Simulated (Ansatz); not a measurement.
# AlH7O2Sn: the cost of one run

Method: RKS BLYP/def2-SVP, in Ansatz 0.2.0.

## (1) Starting point

Bond lengths: Sn1–O2 2.310 Å, O2–H3 1.010 Å, Sn1–H4 1.740 Å, Sn1–H5 1.739 Å, Sn1–H6 1.739 Å, Sn1–O7 2.260 Å, O7–Al8 1.780 Å, Al8–H9 1.560 Å, Al8–H10 1.560 Å. Angles (14 of 15 angles, heavy atoms first): O2–Sn1–O7 71.6°, Sn1–O7–Al8 125.0°, Sn1–O2–H3 109.5°, O2–Sn1–H4 109.4°, O2–Sn1–H5 109.5°, O2–Sn1–H6 109.5°, H4–Sn1–O7 67.2°, H5–Sn1–O7 176.6°, H6–Sn1–O7 72.8°, O7–Al8–H9 120.0°, O7–Al8–H10 120.0°, H4–Sn1–H5 109.5°, H4–Sn1–H6 109.5°, H5–Sn1–H6 109.5°.

Coordinates:

```xyz
11

Sn    0.0000    0.0000    0.0000
O     0.0000    0.0000    2.3100
H    -0.9095   -0.2814    2.6471
H     1.6408    0.0000   -0.5794
H    -0.8195    1.4198   -0.5794
H    -0.8195   -1.4198   -0.5794
O     1.1796   -1.7912    0.7126
Al    0.5756   -3.4653    0.7423
H     1.1723   -4.5272   -0.2323
H    -0.5506   -3.8707    1.7429
H     0.7330   -1.1131    1.8783
```

## (2) A restrained relaxation towards end A

Springs on the bonds that form and break draw the guess towards this end; the thresholds are loose.

input.yaml

```yaml
crystal:
  periodic: [false, false, false]
  atoms:
    - { symbol: Sn, position_ang: [0.0, 0.0, 0.0] }
    - { symbol: O, position_ang: [0.0, 0.0, 2.31] }
    - { symbol: H, position_ang: [-0.9095, -0.2814, 2.6471] }
    - { symbol: H, position_ang: [1.6408, 0.0, -0.5794] }
    - { symbol: H, position_ang: [-0.8195, 1.4198, -0.5794] }
    - { symbol: H, position_ang: [-0.8195, -1.4198, -0.5794] }
    - { symbol: O, position_ang: [1.1796, -1.7912, 0.7126] }
    - { symbol: Al, position_ang: [0.5756, -3.4653, 0.7423] }
    - { symbol: H, position_ang: [1.1723, -4.5272, -0.2323] }
    - { symbol: H, position_ang: [-0.5506, -3.8707, 1.7429] }
    - { symbol: H, position_ang: [0.733, -1.1131, 1.8783] }
basis:
  gaussian: { orbitals: def2-SVP }
hamiltonian:
  xc: blyp
relax:
  f_tol: 0.15
  max_steps: 25
  restrain:
    - { distance: [0, 6], at: 3.16, k: 30.0 }
    - { distance: [10, 1], at: 2.21, k: 30.0 }
    - { distance: [0, 1], at: 1.96, k: 30.0 }
    - { distance: [10, 6], at: 1.01, k: 30.0 }
```

Started as:

```
$ ansatz run input.yaml --threads 2 --pin off --max-ram 3072MiB --backend cpu --events-out ev --progress --plain --runs-dir out
```

**Question.** How long does this run take on 2 threads of Arm Neoverse V1, shared host, and how much memory does it need?

About 18 s, with a peak of 0.15 GiB.
